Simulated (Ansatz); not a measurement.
# CH₄O₂Si: up Jacob's ladder to CCSD(T)

Aim: compute CH₄O₂Si with functionals from several rungs and with coupled cluster, and see how far each lands from CCSD(T) at the basis-set limit for the atomisation energy.

Method: functionals in def2-TZVPP, the program's frozen cores in correlated methods; program: Ansatz 0.2.0, Gaussian basis.

The runs, in order: LDA (SPW92), PBE-D4, revPBE-D4, BLYP-D4, r2SCAN-D4, B97M-V, PBE0-D4, B3LYP-D4, r2SCANh-D4, r2SCAN0-D4, HSE06-D4, BHLYP-D4, CAM-B3LYP-D4, LC-ωPBE, ωB97X-V, ωB97M-V, B2PLYP, PBE-QIDH; CCSD(T)/def2-SVP; CCSD(T)/def2-TZVPP; MP2/def2-QZVPP; extrapolation to the limit; RPA on PBE.

**1. The relaxed structure**

All runs share one geometry, relaxed beforehand with PBE0-D4 in a triple-zeta def2 set.

SMILES `O=CO[SiH3]`, 8 atoms, charge 0, spin multiplicity 1.

Atoms are counted from 1 here; the program's logs count them from 0.

Bond lengths: O1–C2 1.198 Å, C2–O3 1.330 Å, C2–H5 1.099 Å, O3–Si4 1.698 Å, Si4–H6 1.479 Å, Si4–H7 1.479 Å, Si4–H8 1.479 Å. Angles: O1–C2–O3 124.3°, O1–C2–H5 124.4°, O3–C2–H5 111.4°, C2–O3–Si4 117.6°, O3–Si4–H6 102.8°, O3–Si4–H7 110.2°, O3–Si4–H8 110.2°, H6–Si4–H7 110.9°, H6–Si4–H8 110.9°, H7–Si4–H8 111.7°.

**2. LDA**

This LDA is Slater exchange with PW92 correlation.

in.yaml reads:

```yaml
crystal:
  periodic: [false, false, false]
  atoms:
    - {symbol: O, position_ang: [1.337047, -0.236372, 1.278216]}
    - {symbol: C, position_ang: [1.440633, 0.308581, 0.216820]}
    - {symbol: O, position_ang: [0.447523, 0.437913, -0.658683]}
    - {symbol: Si, position_ang: [-1.063326, -0.214129, -0.238184]}
    - {symbol: H, position_ang: [2.367431, 0.765393, -0.158201]}
    - {symbol: H, position_ang: [-1.898063, 0.108479, -1.415721]}
    - {symbol: H, position_ang: [-0.953771, -1.677537, -0.055332]}
    - {symbol: H, position_ang: [-1.585276, 0.450570, 0.975384]}
basis:
  gaussian: {orbitals: def2-TZVPP}
hamiltonian: {xc: lda}
output: {orbitals: {seedname: orbitals}}
```

The runs that follow: PBE-D4 (GGA); revPBE-D4 (GGA); BLYP-D4 (GGA); r2SCAN-D4 (meta-GGA); B97M-V (meta-GGA); PBE0-D4 (hybrid); B3LYP-D4 (hybrid); r2SCANh-D4 (hybrid); r2SCAN0-D4 (hybrid); HSE06-D4 (hybrid); BHLYP-D4 (hybrid); CAM-B3LYP-D4 (range-separated); LC-ωPBE (range-separated); ωB97X-V (range-separated); ωB97M-V (range-separated); B2PLYP (double hybrid); PBE-QIDH (double hybrid); CCSD(T) in def2-SVP; CCSD(T) in def2-TZVPP; MP2 in def2-QZVPP; RPA on PBE orbitals.

Q: Predict the results of all the runs planned. Wanted: atomisation energy, CCSD(T)/CBS; farthest beyond LDA; mean size of error, GGA; mean size of error, meta-GGA; mean size of error, hybrid; mean size of error, range-separated; mean size of error, double hybrid; gap, smallest and largest; T1 diagnostic.

As calculated:

| quantity | value |
| --- | --- |
| atomisation energy, CCSD(T)/CBS | 31.691 eV |
| functionals within 0.158 eV (0.5 %) | BLYP-D4, r2SCAN-D4, B97M-V, B3LYP-D4, CAM-B3LYP-D4, ωB97X-V, ωB97M-V |
| farthest beyond LDA | BHLYP-D4 (-1.325 eV) |
| mean size of error, GGA | 0.317 eV |
| mean size of error, meta-GGA | 0.036 eV |
| mean size of error, hybrid | 0.493 eV |
| mean size of error, range-separated | 0.122 eV |
| mean size of error, double hybrid | 0.401 eV |
| gap, smallest and largest | 5.32 eV (LDA (SPW92)), 13.58 eV (LC-ωPBE) |
| T1 diagnostic | 0.0157 |
| triples share of the correlation energy | 3.8 % |

What this shows: LDA overbinds by 4.874 eV (15 %). PBE-D4 misses by +0.598 eV. Double hybrids carry the basis error of their MP2 part in triple zeta, and no dispersion term here, so their miss is partly the set-up's. The rungs meta-GGA, range-separated miss on average by less than the doubt on the reference (0.158 eV), so they tie. The reference freezes the cores and leaves out relativity and excitations past (T), so misses under about 0.158 eV can't be ranked. Hartree-Fock recovers 70 % of the binding; the rest is correlation. CCSD(T) in def2-SVP is off by -1.923 eV, so the small basis spoils what the method gains. The gap grows from 5.3 to 13.6 eV across the functionals, mostly with the share of exact exchange.
